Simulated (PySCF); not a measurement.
# C5H10OS: the cost of one run

Programs: PySCF 2.14.0, with routines of our own; each step states its level. All values are computed. Atoms count from 0.

### Step 1. The starting structure

17 atoms, charge 0, multiplicity 1; geometry from: GFN2-xTB.

### Step 2. Magnetic properties: GIAO PBE/pcSseg-1

The job: settings as JSON, then the geometry in Å.

```
{"job": {"kind": "mag", "xc": "PBE", "basis": "pcSseg-1", "isotopologues": 2}, "charge": 0, "multiplicity": 1}
C      2.769667    -0.081283     0.405818
S      1.370201    -1.107291    -0.110874
C      0.197221     0.279845    -0.496025
C     -1.144432    -0.294465    -0.927716
C     -1.802961    -0.540615     0.428840
C     -1.210530     0.577943     1.296070
O     -0.043815     1.053409     0.629577
H      3.506110    -0.740443     0.852289
H      3.189878     0.421091    -0.462046
H      2.410777     0.641560     1.133096
H      0.698433     0.898461    -1.244042
H     -1.692138     0.456065    -1.500329
H     -1.033973    -1.198066    -1.521065
H     -1.502703    -1.515735     0.811404
H     -2.888276    -0.493003     0.388889
H     -0.936113     0.227098     2.295436
H     -1.894345     1.427458     1.397326
```

Method: GIAO PBE/pcSseg-1 magnetisability, rotational g tensor and spin-rotation constants, non-relativistic, gas phase.

Launch:

```bash
$ OMP_NUM_THREADS=1 python excited_run.py task.json out
```

One launch serves the whole session: the jobs run in the order shown.

Q: Estimate the wall time and peak memory of this first job on 1 thread of Intel Xeon 6975P-C, shared host.

About 31 s, with a peak of 0.61 GiB.
